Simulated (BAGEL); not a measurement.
**GaH2ClO (SMILES [OH][GaH][Cl]): a chain of runs**

We compute the energy (HF/def2-SV(P)), then a single-point energy (NEVPT2(2,2)/def2-SV(P)), then a single-point energy (CASPT2(2,2)/def2-SV(P)) of GaH2ClO. 

Program for the calculation: BAGEL 1.2.2.

1 further run of the same task is left out (set aside as unsound or not needed).

## (1) Starting point

The species is GaH2ClO (5 atoms), meant as a singlet with charge 0. SMILES: `[OH][GaH][Cl]`. The O1–H4 distance was set to 1.825 Å, away from the relaxed value. At this shape a bond of the SMILES string is far longer than usual.

Bond lengths: O1–Ga2 1.772 Å, Ga2–Cl3 2.145 Å, Ga2–H5 1.541 Å. Angles: O1–Ga2–Cl3 115.0°, O1–Ga2–H5 122.5°, Cl3–Ga2–H5 122.5°.

## (2) A single-point energy at HF/def2-SV(P) (density fitting with svp-jkfit) (run 1)

Contents of input.json:

```json
{ "bagel" : [

{
  "title" : "molecule",
  "basis" : "def2-sv_p_.json",
  "df_basis" : "svp-jkfit",
  "angstrom" : "false",
  "geometry" : [
    { "atom" : "O", "xyz" : [ -1.29349486,  2.33196550, -0.72573042 ] },
    { "atom" : "Ga", "xyz" : [  1.77239681,  1.75011883,  0.48955245 ] },
    { "atom" : "Cl", "xyz" : [  2.63694651, -2.15159870,  1.16683029 ] },
    { "atom" : "H", "xyz" : [ -3.16018900, -0.53252482, -1.17597657 ] },
    { "atom" : "H", "xyz" : [  3.67572896,  3.89023366,  1.01999857 ] }
  ]
},
{ "title" : "hf", "charge" : 0 },
{ "title" : "print", "file" : "orbitals.molden", "orbitals" : "true" }

]}
```

The basis set def2-SV(P) is read from a file made from the Basis Set Exchange's data (not shown).

The run is started by

```
BAGEL_NUM_THREADS=1 BAGEL input.json > input.out
```

Output:

```text
* using 1 threads per process

  ===============================================================
  ===============================================================

  *** Geometry ***

  { "atom" : "O", "xyz" : [     -1.293495,      2.331965,     -0.725730 ] },
  { "atom" : "Ga", "xyz" : [      1.772397,      1.750119,      0.489552 ] },
  { "atom" : "Cl", "xyz" : [      2.636947,     -2.151599,      1.166830 ] },
  { "atom" : "H", "xyz" : [     -3.160189,     -0.532525,     -1.175977 ] },
  { "atom" : "H", "xyz" : [      3.675729,      3.890234,      1.019999 ] },

  Number of auxiliary basis functions:      507

  Since a DF basis is specified, we compute 2- and 3-index integrals:
    o Being stored without compression. Storage requirement is 0.019 GB

  Number of basis functions:       68
  Number of electrons      :       58

    * METHOD: MOLECULE                             0.23

  *** RHF ***

  === Nuclear Repulsion ===
   251.2062509533

      * DIIS with orbital gradients will be used.

  === RHF iteration (def2-sv_p_.json) ===
      0      -2457.88938186          0.02665648           0.06
      1      -2457.74862596          0.03595032           0.06
      2      -2458.20101274          0.00217985           0.06
      3      -2458.20536488          0.00102437           0.06
      4      -2458.20637676          0.00042984           0.06
      5      -2458.20656866          0.00016934           0.06
      6      -2458.20659514          0.00006555           0.06
      7      -2458.20659998          0.00002098           0.06
      8      -2458.20660028          0.00001577           0.06
      9      -2458.20660051          0.00000818           0.06
     10      -2458.20660070          0.00000315           0.06
     11      -2458.20660072          0.00000144           0.06
     12      -2458.20660072          0.00000044           0.06
     13      -2458.20660072          0.00000015           0.06
     14      -2458.20660072          0.00000008           0.06
     15      -2458.20660072          0.00000003           0.07
     16      -2458.20660072          0.00000001           0.06
     17      -2458.20660072          0.00000001           0.06
    * SCF iteration converged.

    * Permanent dipole moment:
           (    0.040597,    -0.012822,     0.016151) a.u.

    * METHOD: HF                                   1.33

    * METHOD: PRINT                                0.01

  ===============================================================
```

It took 1.7 s on 1 thread of Arm Neoverse V1, shared host; peak memory 0.15 GiB.

## (3) A single-point energy at NEVPT2(2,2)/def2-SV(P) (density fitting with svp-jkfit) (run 2)

Contents of nevpt2.json:

```json
{ "bagel": [

{
  "title": "molecule",
  "basis": "def2-sv_p_.json",
  "df_basis": "svp-jkfit",
  "angstrom": "false",
  "geometry": [
    { "atom": "O", "xyz": [ -1.29349486,  2.33196550, -0.72573042 ] },
    { "atom": "Ga", "xyz": [  1.77239681,  1.75011883,  0.48955245 ] },
    { "atom": "Cl", "xyz": [  2.63694651, -2.15159870,  1.16683029 ] },
    { "atom": "H", "xyz": [ -3.16018900, -0.53252482, -1.17597657 ] },
    { "atom": "H", "xyz": [  3.67572896,  3.89023366,  1.01999857 ] }
  ]
},
{ "title": "hf" },
{ "title": "casscf", "nstate": 1, "nact": 2, "nclosed": 28, "active": [29, 30], "maxiter": 200, "natocc": "true" },
{ "title": "nevpt2", "nstate": 1, "nact": 2, "nclosed": 28, "active": [29, 30], "maxiter": 200, "natocc": "true", "ncore": 15 },
{ "title": "print", "file": "orbitals.molden", "orbitals": "true" }

]}
```

The basis set def2-SV(P) is read from a file made from the Basis Set Exchange's data (not shown).

The run is started by

```
BAGEL_NUM_THREADS=1 BAGEL nevpt2.json > nevpt2.out
```

Output:

```text
* using 1 threads per process

  ===============================================================
  ===============================================================

  *** Geometry ***

  { "atom" : "O", "xyz" : [     -1.293495,      2.331965,     -0.725730 ] },
  { "atom" : "Ga", "xyz" : [      1.772397,      1.750119,      0.489552 ] },
  { "atom" : "Cl", "xyz" : [      2.636947,     -2.151599,      1.166830 ] },
  { "atom" : "H", "xyz" : [     -3.160189,     -0.532525,     -1.175977 ] },
  { "atom" : "H", "xyz" : [      3.675729,      3.890234,      1.019999 ] },

  Number of auxiliary basis functions:      507

  Since a DF basis is specified, we compute 2- and 3-index integrals:
    o Being stored without compression. Storage requirement is 0.019 GB

[... 18 lines left out ...]
    * SCF iteration converged.
[... 1 line left out ...]
    * Permanent dipole moment:
[... 27 lines left out ...]
    * Second-order optimization converged. *
[... 1 line left out ...]
     guess   0:   closed 1.                   open ..

  === FCI iteration ===

      0  0     -2458.19761391     1.08e-01      0.00
      1  0     -2458.28554182     2.55e-02      0.00
      2  0 *   -2458.29125047     3.59e-16      0.00

     * ci vector, state   0, <S^2> = 0.0000
       2.     0.9164566658
       .2    -0.4001339521

    * METHOD: CASSCF                               4.34

    * freezing 15 orbitals

  === DF-NEVPT2 calculation ===

    * 3-index integral transformation done
    * assembly done

      NEVPT2 correlation energy:   -0.4858967461      0.09

          (+0)     -0.4174609030
          (+0)'    -0.0205383398
          (+1)     -0.0099511191
          (+1)'    -0.0000000000
          (+2)     -0.0004366456
          (-1)     -0.0363549421
          (-1)'     0.0000000000
          (-2)     -0.0011547965

      NEVPT2 total energy:       -2458.7771472186

    * METHOD: NEVPT2                               0.20

    * METHOD: PRINT                                0.01

  ===============================================================
```

Wall time 6.3 s (1 thread of Arm Neoverse V1, shared host); peak memory 0.15 GiB.

## (4) A single-point energy at CASPT2(2,2)/def2-SV(P) (density fitting with svp-jkfit) (run 3)

Contents of caspt2.json:

```json
{ "bagel": [

{
  "title": "molecule",
  "basis": "def2-sv_p_.json",
  "df_basis": "svp-jkfit",
  "angstrom": false,
  "geometry": [
    { "atom": "O", "xyz": [ -1.29349486,  2.33196550, -0.72573042 ] },
    { "atom": "Ga", "xyz": [  1.77239681,  1.75011883,  0.48955245 ] },
    { "atom": "Cl", "xyz": [  2.63694651, -2.15159870,  1.16683029 ] },
    { "atom": "H", "xyz": [ -3.16018900, -0.53252482, -1.17597657 ] },
    { "atom": "H", "xyz": [  3.67572896,  3.89023366,  1.01999857 ] }
  ]
},
{ "title": "hf" },
{ "title": "casscf", "nstate": 1, "nact": 2, "nclosed": 28, "active": [29, 30], "maxiter": 200, "natocc": true },
{ "title": "print", "file": "orbitals.molden", "orbitals": true },
{ "title": "smith", "method": "caspt2", "ms": true, "xms": true, "sssr": true, "shift": 0.2, "shift_imag": true, "ncore": 15 }

]}
```

The basis set def2-SV(P) is read from a file made from the Basis Set Exchange's data (not shown).

The run is started by

```
BAGEL_NUM_THREADS=1 BAGEL caspt2.json > caspt2.out
```

Output:

```text
* using 1 threads per process

  ===============================================================
  ===============================================================

  *** Geometry ***

  { "atom" : "O", "xyz" : [     -1.293495,      2.331965,     -0.725730 ] },
  { "atom" : "Ga", "xyz" : [      1.772397,      1.750119,      0.489552 ] },
  { "atom" : "Cl", "xyz" : [      2.636947,     -2.151599,      1.166830 ] },
  { "atom" : "H", "xyz" : [     -3.160189,     -0.532525,     -1.175977 ] },
  { "atom" : "H", "xyz" : [      3.675729,      3.890234,      1.019999 ] },

  Number of auxiliary basis functions:      507

  Since a DF basis is specified, we compute 2- and 3-index integrals:
    o Being stored without compression. Storage requirement is 0.019 GB

[... 18 lines left out ...]
    * SCF iteration converged.
[... 1 line left out ...]
    * Permanent dipole moment:
[... 27 lines left out ...]
    * Second-order optimization converged. *
[... 9 lines left out ...]
     * ci vector, state   0, <S^2> = 0.0000
[... 16 lines left out ...]
    * Zeroth order energy : state  0       -0.6524364653
[... 4 lines left out ...]
       #      aibj      arbs      arbi      airj      risj      airs      arst      rist         Etot      error   time
[... 2 lines left out ...]
       0  -0.41586  -0.00143  -0.03825  -0.01056  -0.00060  -0.02098  -0.00000  -0.00000   -0.4876924  0.0009612   0.04
       1  -0.41591  -0.00144  -0.03834  -0.01059  -0.00061  -0.02113  -0.00000  -0.00000   -0.4880164  0.0000832   0.04
       2  -0.41591  -0.00144  -0.03834  -0.01059  -0.00061  -0.02113  -0.00000  -0.00000   -0.4880197  0.0000117   0.04
       3  -0.41591  -0.00144  -0.03834  -0.01059  -0.00061  -0.02113  -0.00000  -0.00000   -0.4880198  0.0000018   0.04
       4  -0.41591  -0.00144  -0.03834  -0.01059  -0.00061  -0.02113  -0.00000  -0.00000   -0.4880198  0.0000003   0.04

      ------------------------------------------------------------------------------------------------------------------

    * CASPT2 energy : state  0    -2458.7814969262
        w/o shift correction      -2458.7792702475
        reference weight              0.8744294869

    * METHOD: SMITH                                0.37

  ===============================================================
```

It took 6.3 s on 1 thread of Arm Neoverse V1, shared host; peak memory 0.15 GiB.

## (5) Results

| quantity | value |
| --- | --- |
| run 1, HF/def2-SV(P): total energy | -2458.20660 Eh |
| run 1, HF/def2-SV(P): dipole moment | 0.12 D |
| run 1, HF/def2-SV(P): HOMO energy | -11.77 eV |
| run 1, HF/def2-SV(P): LUMO energy | -0.25 eV |
| run 1, HF/def2-SV(P): HOMO–LUMO gap | 11.52 eV |
| run 2, NEVPT2(2,2)/def2-SV(P): total energy | -2458.77715 Eh |
| run 3, CASPT2(2,2)/def2-SV(P): total energy | -2458.78150 Eh |
